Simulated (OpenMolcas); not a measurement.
**Ag⁵⁺ among point charges: CASSCF and CASPT2 levels and susceptibility**

How does a field of 5 point charges split the states of Ag⁵⁺, and what χT follows?

Method: state-averaged CASSCF and CASPT2, spin-orbit coupling by RASSI with atomic mean-field integrals. Code: OpenMolcas 26.06.

### 1 The atom as given

* Species: Ag⁵⁺ (silver, Z = 47, 42 electrons)
* Basis: ANO-RCC-VDZP [6s5p3d1f], 43 functions
* Scalar Hamiltonian: DKH2, point nucleus
* Inactive shells: 1s 2s 2p 3s 3p 3d 4s 4p
* Active space: 6 electrons in 5 orbitals (4d)
* Some configurations of this space: 4d⁶
* Orbitals: optimised for each spin and parity, averaged over all roots

Outer shells as boxes (Hund's rule):

4d6
```
4d [↑↓][↑ ][↑ ][↑ ][↑ ]
```

The ion sits among 5 point charges of -1.6 e arranged as a square pyramid (C4v), 2.18 Å from the ion, with the axial distance 2.093 Å.

Each step is its own input file, run in one work folder so that later steps find the files of earlier ones. Labels, J, g values, rates, χT and fits are worked out afterwards by a script from the matrices that RASSI stores.

### 2 Basis and integrals

a.inp

```
&GATEWAY
Coord
1

Ag 0.0 0.0 0.0
Basis=ANO-RCC-VDZP
Group=NoSym
NoMove
AngMom=0.0 0.0 0.0
AMFI
XField
5 Angstrom 0
2.180000 0.000000 0.000000 -1.600000
0.000000 2.180000 0.000000 -1.600000
-2.180000 0.000000 0.000000 -1.600000
0.000000 -2.180000 0.000000 -1.600000
0.000000 0.000000 2.092800 -1.600000
&SEWARD
```

The run is started by

```
$ OMP_NUM_THREADS=1 MOLCAS_MEM=1689 MOLCAS_PROJECT=a pymolcas a.inp > a.log
```

### 3 CASSCF: quintets, 5 roots

a.inp

```
&RASSCF
FileOrb=start.orb
Symmetry=1
Spin=5
nActEl=6 0 0
Inactive=18
Ras2=5
CIRoot=5 5 1
SDav=5
CIMx=300
Iter=120 100
PrWF=0.3
OrbListing=Nothing
MaxOrb=0
>>> COPY $Project.JobIph JOB001
```

start.orb holds the contracted functions of the basis, ordered by shell, or the orbitals of the step before.

### 4 CASSCF: triplets, 45 roots

a.inp

```
&RASSCF
FileOrb=start.orb
Symmetry=1
Spin=3
nActEl=6 0 0
Inactive=18
Ras2=5
CIRoot=45 45 1
SDav=45
CIMx=300
Iter=120 100
PrWF=0.3
OrbListing=Nothing
MaxOrb=0
>>> COPY $Project.JobIph JOB002
```

### 5 Reference wave functions, singlets, 50 roots

a.inp

```
&RASSCF
FileOrb=start.orb
Symmetry=1
Spin=1
nActEl=6 0 0
Inactive=18
Ras2=5
CIRoot=50 50 1
SDav=50
CIMx=300
Iter=120 100
PrWF=0.3
OrbListing=Nothing
MaxOrb=0
>>> COPY $Project.JobIph JOB003
```

### 6 State interaction with spin-orbit coupling

a.inp

```
&RASSI
NrOfJobIphs=3 5 45 50
1 2 3 4 5
1 2 3 4 5 6 7 8 9 10 11 12 13 14 15 16 17 18 19 20 21 22 23 24 25 26 27
28 29 30 31 32 33 34 35 36 37 38 39 40 41 42 43 44 45
1 2 3 4 5 6 7 8 9 10 11 12 13 14 15 16 17 18 19 20 21 22 23 24 25 26 27
28 29 30 31 32 33 34 35 36 37 38 39 40 41 42 43 44 45 46 47 48 49 50
IphNames
JOB001
JOB002
JOB003
EJob
SpinOrbit
DIPRint=1.0
SOCoupling=1000.0
Subsets=2
Property=9
'ANGMOM' 1 'ANGMOM' 2 'ANGMOM' 3 'MLTPL  1' 1 'MLTPL  1' 2 'MLTPL  1' 3
'AMFI' 1 'AMFI' 2 'AMFI' 3
SOProperty=3
'ANGMOM' 1 'ANGMOM' 2 'ANGMOM' 3
```

### 7 CASPT2: IPEA 0.25, imaginary shift 0.1 (closed shells correlated: 4s 4p)

a.inp

```
>>> COPY JOB001 $Project.JobIph
&CASPT2
Multistate=5 1 2 3 4 5
NoMult
Frozen=14
IPEA=0.25
Imaginary=0.1
MaxIter=60
WThr=0.0 0.3 0.05
PrWF=0.5
NoMix
>>> COPY JOB002 $Project.JobIph
&CASPT2
Multistate=45 1 2 3 4 5 6 7 8 9 10 11 12 13 14 15 16 17 18 19 20 21 22
23 24 25 26 27 28 29 30 31 32 33 34 35 36 37 38 39 40 41 42 43 44 45
NoMult
Frozen=14
IPEA=0.25
Imaginary=0.1
MaxIter=60
WThr=0.0 0.3 0.05
PrWF=0.5
NoMix
>>> COPY JOB003 $Project.JobIph
&CASPT2
Multistate=50 1 2 3 4 5 6 7 8 9 10 11 12 13 14 15 16 17 18 19 20 21 22
23 24 25 26 27 28 29 30 31 32 33 34 35 36 37 38 39 40 41 42 43 44 45 46
47 48 49 50
NoMult
Frozen=14
IPEA=0.25
Imaginary=0.1
MaxIter=60
WThr=0.0 0.3 0.05
PrWF=0.5
NoMix
```

(Steps that only read results are left out.)

Before running it: what results should come out? Wanted: spin-free ground state; first state of the same spin within the active space; lowest level; next level.

**Answer**, as computed:

```
                                            quantity                                                                        value
                                              method  SS-CASPT2, IPEA 0.25, imaginary shift 0.1 (closed shells correlated: 4s 4p)
                              spin-free ground state                                          quintet, 2-fold in its orbital part
first state of the same spin within the active space                                                          quintet at 672 cm⁻¹
                                        lowest level                                                                       1-fold
                                          next level                                                                    35.5 cm⁻¹
                                         χT at 300 K                                                               5.27 cm³ K/mol
                           effective moment at 300 K                                                                      6.49 μB
```

Cost by method:

```
                                              method  time of its own steps  time with the reference
                                           A. CASSCF                   24 s                     24 s
B. SS-CASPT2, IPEA 0.25, imaginary shift 0.1, +4s 4p                  8.9 s                     33 s
```

Times are of one thread on a shared host.

In words: The spin-free ground state (quintet) comes to 100 % from free-ion D terms and keeps the highest spin of the shell. χT at 300 K is 5.27, against 3.01 cm³ K/mol for the spin alone, so orbital moment adds to it. An active space of the d shell alone favours high spin; real ions in strong fields can be low spin. The field of point charges can differ much from that of real complexes. With metal d orbitals alone active, the gaps between spin states are rough; where two lie within a few thousand cm-1, their order is open. Point charges carry no covalency, so the field is a model and not that of real ligands.
